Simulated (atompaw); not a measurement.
**Pseudopotential generation for thulium: PAW (atompaw), PBEsol**

Do these settings give a usable potential? It is generated, then checked for scattering, ghosts and hardness.

Method: atompaw 4.2.0.5, PBEsol, scalar-relativistic.

## Step 1: The atom and the settings

The settings as typed:

| Quantity | Value |
| --- | --- |
| element | thulium (Tm, Z = 69) |
| type | PAW |
| frozen core | [Kr] 4d10 |
| valence charge | 23 |
| reference configuration | 4f13 5s2 5p6 5d0 6s2 6p0 |
| partial waves | 5s (bound): rc 1.90 bohr; 6s (bound): rc 2.45 bohr; 5p (bound): rc 1.75 bohr; 6p (bound, empty): rc 2.45 bohr; 5d (bound, empty): rc 2.45 bohr; 5d channel at 3.95 Ry: rc 2.45 bohr; 4f (bound): rc 0.70 bohr; 4f channel at 0.6 Ry: rc 0.70 bohr |
| local potential | bessel scheme, radius 1.95 bohr |
| core correction | smooth core density matched at 1.45 bohr |
| augmentation charge | sinc compensation charge, radius 2.35 bohr; PAW radius 2.45 bohr; waves and projectors: custom rrkj gramschmidtortho |

## Step 2: Generation

The input, Tm.input:

```
Tm 69
GGA-PBESOL scalarrelativistic loggrid 2001 logderivrange -6 5 276
6 6 5 4 0 0
6 1 0
5 2 0
4 3 13
0 0 0
c
c
c
c
v
v
c
c
c
v
v
c
c
v
v
3
2.45 2.35 1.95 1.45
n
n
y
3.95
n
y
0.6
n
custom rrkj gramschmidtortho sinc
bessel
1.90
2.45
1.75
2.45
2.45
2.45
0.70
0.70
PWSCFOUT
UPFDX 0.0125d0 UPFXMIN -7.d0 UPFZMESH 69.d0
END
```

Started as:

```bash
$ atompaw < Tm.input > Tm.log
```

**Question.** What will these runs give? Wanted: cutoffs for 10 and 1 mRy, occupied levels; bound ghosts; largest phase difference near zero energy, channels read; lowest eigenvalue of the overlap; share of valence orbitals outside the PAW sphere; UPF file.

The runs gave:

| quantity | value |
| --- | --- |
| cutoffs for 10 and 1 mRy, occupied levels | over 300 Ry and over 300 Ry |
| bound ghosts | none found |
| largest phase difference near zero energy, channels read | 0.012 rad |
| lowest eigenvalue of the overlap (Bessel basis) | 0.012 (p) |
| share of valence orbitals outside the PAW sphere | 5s 1 %, 6s 88 %, 5p 5 %, 6p 97 %, 5d 68 %, 4f 2 % |
| UPF file | written |

It counts as very hard, with over 300 Ry needed at the looser tolerance. The slowest occupied level is 4f: taken alone it needs over 300 Ry to come within 1 mRy, against 25 Ry for 5p. The Bessel-basis test finds no level below the valence levels. Near zero energy the phases of the channels with partial waves agree within 0.012 rad. These are tests on the free atom; a crystal test is still owed.
